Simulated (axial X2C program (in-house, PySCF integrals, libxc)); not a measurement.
# WP: from the state search to constants

Aim: find the lowest determinant of WP, scan the bond at several levels and fit the constants, once spin-free and once with spin–orbit coupling.

The runs use an in-house X2C program for linear molecules on PySCF integrals; all-electron X2C, W dyall-cv3z, P dyall-v3z.

All values are calculated.

**1. Set-up**

Contents of task.json:

```json
{
 "zs": [
  74,
  15
 ],
 "q": 0,
 "bas": [
  "dyall-cv3z",
  "dyall-v3z"
 ],
 "levels": [
  "PBE0",
  "HF",
  "BP86"
 ],
 "cc": true,
 "r0": 2.22,
 "thr": -1.0,
 "nmax": 90,
 "npts": 10,
 "nst": 2,
 "ntry": 6
}
```

Keys: zs atomic numbers; q charge; bas basis sets; levels methods (HF also brings MP2); cc coupled cluster on or off; r0 starting distance in Å; thr threshold in hartree for freezing inner shells (an s shell follows its p shell); nmax most natural virtual spinors; npts points asked for on the curve; nst determinants followed; ntry starts of the search.

Run with:

```bash
> python so2c.py task.json out
```

Spin-free means the one-electron spin-free X2C Hamiltonian; two-component (2c) means X2C with spin–orbit coupling and atomic mean-field two-electron Coulomb and Gaunt terms. Basis: W dyall-cv3z contracted to [13s14p9d7f4g], P dyall-v3z contracted to [8s7p2d1f]; Gaussian nuclei, density fitting. Masses: W 183.951 u, P 30.974 u.

Notation: σ, π±, δ± give the projection m of an orbital's angular momentum (0, ±1, ±2), α and β its spin, Λ and M_S the sums; ω is the projection of a spinor's total angular momentum and Ω the sum. Logs are in hartree.

The results follow Hamiltonian by Hamiltonian and level by level.

**2. Which state to follow**

PBE0 moves the distance from 2.220 Å to 2.124 Å and compares determinants there.

Spin-free determinants:

| ΔE (eV) | state | open shells |
| --- | --- | --- |
| 0.00 | M_S = 3/2, Λ = 0 | beyond closed shells: σα, δ+α, δ-α |
| 0.96 | M_S = 1/2, Λ = 2 | beyond closed shells: δ+α |
| 1.49 | M_S = 1/2, Λ = 0 | beyond closed shells: σβ, δ+α, δ-α |
| 1.70 | M_S = 1/2, Λ = 0 | beyond closed shells: σα, δ+β, δ-α |
| 1.84 | M_S = 3/2, Λ = 3 | beyond closed shells: σα, π+α, δ+α |
| 1.91 | M_S = 3/2, Λ = 1 | beyond closed shells: σα, π-α, δ+α |
| 2.05 | M_S = 5/2, Λ = 0 | beyond closed shells: σα, π+α, π+β, 2 × π-α, δ+α, δ-α |

Two-component determinants:

```json
{"ΔE (eV)": "0.00", "state": "Ω = 3/2", "open shells": "excess of +ω over −ω: ω = 1/2, ω = -3/2, ω = 5/2"}
{"ΔE (eV)": "0.68", "state": "Ω = 3/2", "open shells": "excess of +ω over −ω: ω = 3/2"}
{"ΔE (eV)": "1.15", "state": "Ω = 1/2", "open shells": "excess of +ω over −ω: ω = 1/2"}
{"ΔE (eV)": "1.23", "state": "Ω = 5/2", "open shells": "excess of +ω over −ω: ω = 5/2"}
{"ΔE (eV)": "1.48", "state": "Ω = 1/2", "open shells": "excess of +ω over −ω: ω = -1/2, ω = -3/2, ω = 5/2"}
{"ΔE (eV)": "1.66", "state": "Ω = 9/2", "open shells": "excess of +ω over −ω: ω = 1/2, ω = 3/2, ω = 5/2"}
{"ΔE (eV)": "1.95", "state": "Ω = 1/2", "open shells": "excess of +ω over −ω: 2 × ω = -1/2, ω = 3/2"}
```

**3. PBE0, spin-free**

State followed: M_S = 3/2, Λ = 0 (beyond closed shells: σα, δ+α, δ-α). The scan is laid around 2.124 Å, a first estimate of the minimum, and this SCF restarts from the orbitals of the search.

Output at 2.124 Å:

```text
spin-free X2C-1e  PBE0
basis functions 231  fitting functions 1184  grid points 5080
iter        total energy     max residual
   1     -16485.593522759     4.58e-05
   2     -16485.593522785     3.82e-05
   3     -16485.593522794     2.69e-05
   4     -16485.593522797     2.88e-05
   5     -16485.593522802     5.02e-06
converged
one-electron -23178.83114791  Coulomb 6768.49176382  exact exchange -86.53700205  xc functional -265.26454914  nuclear repulsion 276.54741249
```

Along the bond, energies from the lowest point:

```tsv
R (Å)	E (eV)	μ (D)	HOMO (eV)	LUMO (eV)	iterations
1.997	0.2176	-3.49	-6.05	-2.48	44
2.060	0.0410	-3.63	-6.12	-2.48	35
2.124	0.0000	-3.73	-6.19	-2.47	5
2.198	0.0699	-3.80	-6.24	-2.45	37
2.273	0.2217	-3.81	-6.27	-2.49	37
2.368	0.4835	-3.77	-6.28	-2.52	41
```

Dipoles are positive if P is the positive end.

Outer orbitals at the reference distance:

```tsv
symmetry	occupied	ε (eV)	atomic character
σβ	yes	-15.25	63% P s, 13% W d, 11% W p
σα	yes	-14.46	59% P s, 15% W d, 11% W s
σα	yes	-7.30	50% P p, 27% W d, 8% W s
σβ	yes	-7.13	63% P p, 17% W d, 10% W s
π+α	yes	-6.94	66% W d, 28% P p, 2% P d
π-α	yes	-6.94	66% W d, 28% P p, 2% P d
σα	yes	-6.69	53% W s, 37% W d, 5% P p
π+β	yes	-6.62	58% P p, 30% W d, 5% W p
π-β	yes	-6.62	58% P p, 30% W d, 5% W p
δ+α	yes	-6.19	99% W d
δ-α	yes	-6.19	99% W d
σβ	no	-2.47	63% W s, 21% W d, 10% W p
π-α	no	-2.36	44% W p, 29% P p, 22% W d
π+α	no	-2.36	44% W p, 29% P p, 22% W d
σα	no	-1.88	47% W p, 23% P p, 16% W d
```

PBE0 fields in the half plane through the axis: z from -2.4 to 4.5 Å across, distance from the axis 0.15 to 2.25 Å upwards; W lies at z = 0 and P at z = 2.124 Å; the ELF is damped to zero where the density is low.

log10 density (e/bohr³). Ten even steps from ' ' (-4.45 ) to '@' (1.80 ):
```
    ......::::::::::::::::::::::::::......      
  ....::::::--------------------::::::::....    
....::::::----------------------------::::....  
....::::----========================----::::....
..::::----====++++++==========++======----::::..
..::----====++******++++++++++++++++====----::..
::::----==++**######**++++++++****++++====--::..
::::--====++**%%@@%%****++++##%%##++++====--::::
```

ELF. Ten even steps from '0' (0.00 ) to '9' (0.94 ):
```
000012223221111111100000
000123444333333333221000
001234444444555666543100
001233444334677788775310
011222344334788889987520
011122466534786579998741
011223653453760205999852
012225652554727681999862
```

Re = 2.116 Å, ωe = 499 cm⁻¹, ωexe = 2.36 cm⁻¹, Be = 0.142 cm⁻¹, De = 3.83 eV, μ = -3.72 D.

**4. HF, spin-free**

Output at 2.124 Å:

```text
spin-free X2C-1e  HF
basis functions 231  fitting functions 1184  grid points 5080
iter        total energy     max residual
   1     -16479.939979802     1.06e+00
   2     -16479.991977439     2.21e-02
   3     -16479.999904243     1.75e-01
   4     -16480.007018113     1.09e-01
   5     -16480.011325229     3.57e-02
   6     -16480.012663299     3.30e-02
   7     -16480.013076469     6.85e-03
   8     -16480.013219366     7.92e-03
   9     -16480.013269816     4.69e-03
  10     -16480.013309372     5.62e-04
  11     -16480.013317986     1.03e-03
  12     -16480.013320968     5.53e-04
  13     -16480.013322055     1.10e-04
  14     -16480.013322390     1.67e-04
  15     -16480.013322463     5.92e-05
  16     -16480.013322480     1.04e-05
  17     -16480.013322485     1.81e-05
  18     -16480.013322485     6.11e-06
  19     -16480.013322486     9.78e-07
converged
one-electron -23182.29462387  Coulomb 6772.25655734  exact exchange -346.52266845  xc functional 0.00000000  nuclear repulsion 276.54741249
```

No constants are quoted: the lowest point is the long end of the scan.

**5. BP86, spin-free**

Output at 2.124 Å:

```text
spin-free X2C-1e  BP86
basis functions 231  fitting functions 1184  grid points 5080
iter        total energy     max residual
   1     -16488.047184302     2.87e-01
   2     -16488.053436248     1.63e-02
   3     -16488.055096682     5.17e-02
   4     -16488.056114466     5.15e-02
   5     -16488.056499427     9.63e-03
   6     -16488.056580489     3.40e-03
   7     -16488.056586523     2.52e-03
   8     -16488.056593608     1.14e-03
   9     -16488.056593913     3.89e-04
  10     -16488.056593960     1.14e-05
  11     -16488.056593960     7.07e-06
converged
one-electron -23177.38960934  Coulomb 6766.98850783  exact exchange 0.00000000  xc functional -354.20290493  nuclear repulsion 276.54741249
```

Re = 2.121 Å, ωe = 527 cm⁻¹, Be = 0.1414 cm⁻¹, De = 4.70 eV, μ = -3.11 D.

**6. MP2 and beyond, spin-free**

Correlated methods: 11 electrons correlated (frozen shells, counted by type: W 5 s, 4 p, 2 d, 1 f; P 2 s, 1 p), 285 virtual spinors in MP2, 90 natural virtuals in coupled cluster.

Output of the correlated part at 2.124 Å:

```text
correlated 11  virtual 285  natural virtual 90  E(MP2) -0.240664023  MP2 remainder -0.009564845
iter   CCSD correlation   residual
   1     -0.240721613   1.57e-01
   2     -0.250344468   9.22e-02
   3     -0.258667413   6.14e-02
   4     -0.263050290   3.64e-02
   5     -0.265085572   1.62e-02
   6     -0.265365095   5.68e-03
   7     -0.265461370   1.93e-03
   8     -0.265454447   7.88e-04
   9     -0.265450498   3.40e-04
  10     -0.265457625   1.40e-04
  11     -0.265456187   5.82e-05
  12     -0.265457383   2.42e-05
  13     -0.265456687   1.16e-05
  14     -0.265456346   4.69e-06
  15     -0.265456127   2.40e-06
  16     -0.265456037   9.89e-07
  17     -0.265456031   3.97e-07
(T) -0.017792188  T1 0.1085  D1 0.1887  max T2 0.059
```

T1 in the output is the amplitude norm over the root of the electron number; divide by √2 for the Lee–Taylor value.

MP2: No constants are quoted: the reference is strongly spin-contaminated.

CCSD: Re = 2.137 Å, ωe = 473 cm⁻¹, ωexe = 2.48 cm⁻¹, Be = 0.1393 cm⁻¹, De = 3.13 eV. T1 at Re = 0.077 (Lee–Taylor, the printed value over √2).

CCSD(T): Re = 2.125 Å, ωe = 496 cm⁻¹, ωexe = 2.33 cm⁻¹, Be = 0.1408 cm⁻¹, De = 3.45 eV. T1 at Re = 0.077 (Lee–Taylor, the printed value over √2).

**7. A higher determinant, spin-free**

State: M_S = 1/2, Λ = 2 (beyond closed shells: δ+α).

Output at the reference distance:

```text
spin-free X2C-1e  PBE0
basis functions 231  fitting functions 1184  grid points 5080
iter        total energy     max residual
   1     -16485.558151420     1.97e-05
   2     -16485.558151424     1.75e-05
converged
one-electron -23174.92173391  Coulomb 6764.45366587  exact exchange -86.48859472  xc functional -265.14890116  nuclear repulsion 276.54741249
```

```tsv
R (Å)	E above the lowest PBE0 point (eV)
1.997	1.010
2.060	0.916
2.124	0.963
2.198	1.134
2.273	1.376
2.368	1.727
```

Re = 2.067 Å, ωe = 584 cm⁻¹, ωexe = 2.98 cm⁻¹, Be = 0.1489 cm⁻¹, μ = -2.41 D. ⟨S²⟩ = 0.83 against 0.75 for a pure state, so this determinant mixes spins. Te = 0.92 eV.

**8. The spin-free curves together**

Energy (eV) of the followed determinant, spin-free, from each level's lowest point:

```tsv
R (Å)	PBE0	HF	MP2 (spin-contaminated)	CCSD	CCSD(T)	BP86
1.997	0.218	1.075	0.076	0.277	0.251	0.255
2.060	0.041	0.677	0.000	0.072	0.057	0.055
2.124	0.000	0.397	0.016	0.000	0.000	0.000
2.198	0.070	0.181	0.105	0.035	0.056	0.071
2.273	0.222	0.058	0.236	0.154	0.199	0.245
2.368	0.484	0.000	0.439	0.376	0.455	0.557
```

**9. PBE0, 2c**

State followed: Ω = 3/2 (excess of +ω over −ω: ω = 1/2, ω = -3/2, ω = 5/2). The scan is laid around 2.124 Å, a first estimate of the minimum, and this SCF restarts from the orbitals of the search.

Output at 2.124 Å:

```text
two-component X2C + atomic mean field  PBE0
basis functions 231  fitting functions 1184  grid points 5080
iter        total energy     max residual
   1     -16484.287999195     7.60e-05
   2     -16484.287999196     1.53e-05
converged
one-electron -23160.78907563  Coulomb 6765.73375846  exact exchange -86.50765739  xc functional -265.21777062  nuclear repulsion 276.54741249  atomic mean-field constant -14.05466650
```

Along the bond, energies from the lowest point:

```tsv
R (Å)	E (eV)	μ (D)	HOMO (eV)	LUMO (eV)	iterations
1.997	0.2230	-3.48	-5.77	-2.49	42
2.060	0.0441	-3.62	-5.84	-2.49	38
2.124	0.0000	-3.72	-5.90	-2.55	2
2.198	0.0657	-3.78	-5.95	-2.61	39
2.273	0.2133	-3.79	-5.98	-2.65	41
2.368	0.4703	-3.75	-5.98	-2.66	43
```

Dipoles are positive if P is the positive end.

Outer spinors at the reference distance:

```csv
ω,occupied,ε (eV),atomic character,λ mixture
-7/2,yes,-35.26,100% W f,100% φ
-1/2,yes,-15.26,"62% P s, 13% W d, 11% W p",100% σ
1/2,yes,-14.46,"59% P s, 15% W d, 11% W s",100% σ
1/2,yes,-7.32,"49% P p, 30% W d, 7% P s","98% σ, 2% π"
-1/2,yes,-7.23,"50% P p, 36% W d, 6% W s","68% σ, 32% π"
-1/2,yes,-6.96,"48% W d, 40% P p, 4% W s","67% π, 33% σ"
3/2,yes,-6.86,"65% W d, 29% P p, 2% P d",100% π
1/2,yes,-6.80,"31% W s, 31% P p, 29% W d","54% σ, 46% π"
-3/2,yes,-6.70,"55% W d, 37% P p, 3% W f","67% π, 33% δ"
1/2,yes,-6.56,"35% W d, 33% P p, 23% W s","52% π, 48% σ"
-3/2,yes,-6.37,"73% W d, 22% P p","66% δ, 34% π"
5/2,yes,-5.90,99% W d,100% δ
-1/2,no,-2.55,"47% W p, 28% P p, 21% W d","97% π, 3% σ"
-1/2,no,-2.48,"63% W s, 21% W d, 10% W p","99% σ, 1% π"
3/2,no,-2.24,"42% W p, 29% P p, 24% W d","98% π, 2% δ"
1/2,no,-1.94,"46% W p, 23% P p, 18% W d","92% σ, 8% π"
```

PBE0 fields in the half plane through the axis: z from -2.4 to 4.5 Å across, distance from the axis 0.15 to 2.25 Å upwards; W lies at z = 0 and P at z = 2.124 Å; the ELF is damped to zero where the density is low.

log10 density (e/bohr³). Ten even steps from '0' (-4.45 ) to '9' (1.80 ):
```
001112222222222222111000
011222333333333322221100
112223333333333333322110
112233444444444444332211
122334455544444544433221
123344566655555555443321
223345677765555665544321
223445689866557875544322
```

ELF. Ten even steps from '0' (0.00 ) to '9' (0.94 ):
```
000012222221111111100000
000123444333333333221000
001234444444555666543100
001233444334677788775310
011222344334788889987520
011122456534786579998741
011223643453760205999851
012225652554727681999862
```

Re = 2.118 Å, ωe = 495 cm⁻¹, ωexe = 2.34 cm⁻¹, Be = 0.1418 cm⁻¹, De = 3.80 eV, μ = -3.71 D.

**10. HF, 2c**

The SCF at the reference distance of 2.124 Å:

```text
two-component X2C + atomic mean field  HF
basis functions 231  fitting functions 1184  grid points 5080
iter        total energy     max residual
   1     -16478.593200757     1.05e+00
   2     -16478.645377625     2.21e-02
   3     -16478.653251462     1.74e-01
   4     -16478.660221963     1.07e-01
   5     -16478.664402002     3.49e-02
   6     -16478.665663173     3.26e-02
   7     -16478.666079253     6.43e-03
   8     -16478.666222595     7.94e-03
   9     -16478.666276577     4.95e-03
  10     -16478.666318418     4.92e-04
  11     -16478.666327163     1.01e-03
  12     -16478.666330513     5.75e-04
  13     -16478.666331696     8.80e-05
  14     -16478.666332082     1.67e-04
  15     -16478.666332175     6.65e-05
  16     -16478.666332203     1.46e-05
  17     -16478.666332213     2.67e-05
  18     -16478.666332217     1.27e-05
  19     -16478.666332219     3.84e-06
  20     -16478.666332220     9.48e-06
  21     -16478.666332221     6.86e-06
  22     -16478.666332221     1.55e-06
converged
one-electron -23164.21386006  Coulomb 6769.45772813  exact exchange -346.40294628  xc functional 0.00000000  nuclear repulsion 276.54741249  atomic mean-field constant -14.05466650
```

No constants are quoted: the lowest point is the long end of the scan.

**11. BP86, 2c**

Output at 2.124 Å:

```text
two-component X2C + atomic mean field  BP86
basis functions 231  fitting functions 1184  grid points 5080
iter        total energy     max residual
   1     -16486.758406579     2.87e-01
   2     -16486.764734508     1.52e-02
   3     -16486.766376946     5.15e-02
   4     -16486.767357090     5.09e-02
   5     -16486.767742892     9.44e-03
   6     -16486.767822814     3.71e-03
   7     -16486.767828831     2.57e-03
   8     -16486.767836163     1.13e-03
   9     -16486.767836471     4.03e-04
  10     -16486.767836519     1.19e-05
  11     -16486.767836519     7.34e-06
converged
one-electron -23159.34060305  Coulomb 6764.22380541  exact exchange 0.00000000  xc functional -354.14378487  nuclear repulsion 276.54741249  atomic mean-field constant -14.05466650
```

Re = 2.123 Å, ωe = 523 cm⁻¹, Be = 0.1412 cm⁻¹, De = 4.65 eV, μ = -3.09 D.

**12. Correlated methods, 2c**

Correlated methods: 11 electrons correlated (frozen shells, counted by type: W 5 s, 4 p, 2 d, 1 f; P 2 s, 1 p), 285 virtual spinors in MP2, 90 natural virtuals in coupled cluster.

Output of the correlated part at 2.124 Å:

```text
correlated 11  virtual 285  natural virtual 90  E(MP2) -0.240369289  MP2 remainder -0.009677950
iter   CCSD correlation   residual
   1     -0.240446653   1.56e-01
   2     -0.250022875   9.14e-02
   3     -0.258210432   6.09e-02
   4     -0.262514342   3.61e-02
   5     -0.264494725   1.60e-02
   6     -0.264773442   5.73e-03
   7     -0.264867289   2.01e-03
   8     -0.264861029   8.75e-04
   9     -0.264856057   4.11e-04
  10     -0.264864000   1.94e-04
  11     -0.264861760   9.53e-05
  12     -0.264863531   5.05e-05
  13     -0.264862222   2.78e-05
  14     -0.264861776   1.45e-05
  15     -0.264861669   6.84e-06
  16     -0.264861699   3.20e-06
  17     -0.264861793   1.57e-06
  18     -0.264861839   7.83e-07
  19     -0.264861843   3.77e-07
(T) -0.017651375  T1 0.1076  D1 0.1890  max T2 0.052
```

MP2: No constants are quoted: the reference is strongly spin-contaminated.

CCSD: Re = 2.138 Å, ωe = 469 cm⁻¹, ωexe = 2.39 cm⁻¹, Be = 0.1391 cm⁻¹, De = 3.10 eV. T1 at Re = 0.076 (Lee–Taylor, the printed value over √2).

CCSD(T): Re = 2.127 Å, ωe = 492 cm⁻¹, ωexe = 2.16 cm⁻¹, Be = 0.1406 cm⁻¹, De = 3.41 eV. T1 at Re = 0.076 (Lee–Taylor, the printed value over √2).

**13. A higher determinant, 2c**

State: Ω = 3/2 (excess of +ω over −ω: ω = 3/2).

Output at the reference distance:

```text
two-component X2C + atomic mean field  PBE0
basis functions 231  fitting functions 1184  grid points 5080
iter        total energy     max residual
   1     -16484.263005147     6.18e-05
   2     -16484.263005155     1.39e-05
converged
one-electron -23157.10594780  Coulomb 6761.91692737  exact exchange -86.46044789  xc functional -265.10628282  nuclear repulsion 276.54741249  atomic mean-field constant -14.05466650
```

```tsv
R (Å)	E above the lowest PBE0 point (eV)
1.997	0.743
2.060	0.642
2.124	0.680
2.198	0.842
2.273	1.074
2.368	1.415
```

Re = 2.071 Å, ωe = 575 cm⁻¹, ωexe = 2.93 cm⁻¹, Be = 0.1483 cm⁻¹, μ = -2.48 D. Te = 0.64 eV.

**14. The 2c curves together**

Energy (eV) of the followed determinant, 2c, from each level's lowest point:

```tsv
R (Å)	PBE0	HF	MP2 (spin-contaminated)	CCSD	CCSD(T)	BP86
1.997	0.223	1.077	0.080	0.280	0.253	0.259
2.060	0.044	0.679	0.000	0.073	0.059	0.057
2.124	0.000	0.398	0.013	0.000	0.000	0.000
2.198	0.066	0.183	0.098	0.032	0.053	0.068
2.273	0.213	0.059	0.226	0.149	0.193	0.237
2.368	0.470	0.000	0.425	0.368	0.448	0.543
```

Time for the job: 4.7 min (1 thread of Arm Neoverse V1, shared host); peak memory 0.76 GiB.

**15. Constants**

Lowest determinant that the search found at its distance, spin-free: M_S = 3/2, Λ = 0 (beyond closed shells: σα, δ+α, δ-α).

Lowest determinant that the search found at its distance, 2c: Ω = 3/2 (excess of +ω over −ω: ω = 1/2, ω = -3/2, ω = 5/2).

```tsv
Hamiltonian	level	Re (Å)	ωe (cm⁻¹)	De (eV)	μ (D)
spin-free	PBE0	2.116	499	3.83	-3.72
spin-free	CCSD	2.137	473	3.13	n/a
spin-free	CCSD(T)	2.125	496	3.45	n/a
spin-free	BP86	2.121	527	4.70	-3.11
2c	PBE0	2.118	495	3.80	-3.71
2c	CCSD	2.138	469	3.10	n/a
2c	CCSD(T)	2.127	492	3.41	n/a
2c	BP86	2.123	523	4.65	-3.09
```

Dipoles are positive if P is the positive end. No constants: spin-free HF (the lowest point is the long end of the scan); spin-free MP2 (the reference is strongly spin-contaminated); 2c HF (the lowest point is the long end of the scan); 2c MP2 (the reference is strongly spin-contaminated).

Time per point (s) on 1 thread of Arm Neoverse V1, shared host (2c runs; CCSD comes with the CCSD(T) run); the times are rough: PBE0 3.3, CCSD(T) 7.6, BP86 1.2.

**Reading.** At CCSD(T), going from spin-free to two-component changes Re by +1 mÅ, ωe by -0.8 %, which is small (part of it comes from the scalar share of the two-electron terms). De moves by -0.04 eV; both De rest on single-determinant atoms, which can miss part of an open shell's spin–orbit lowering.

De refers to W + P, each in the lowest determinant found, which need not be this curve's own limit. The state is a single determinant with fixed occupations, the lowest that a limited PBE0 search found. Dissociation energies refer to the lowest single-determinant-based atoms at the same level and basis. Density functionals use the spin component along the axis (collinear). CCSD and (T) use frozen natural virtuals with an MP2 correction for the truncation. With several unpaired electrons one determinant need not be a pure state. The spin-free determinant is spin-contaminated at some levels. With the outer-core shells frozen, correlated bond lengths of heavy atoms tend to come out a few hundredths of an ångström too long. T1 at Re is 0.077 (Lee–Taylor), above the customary mark of 0.02.
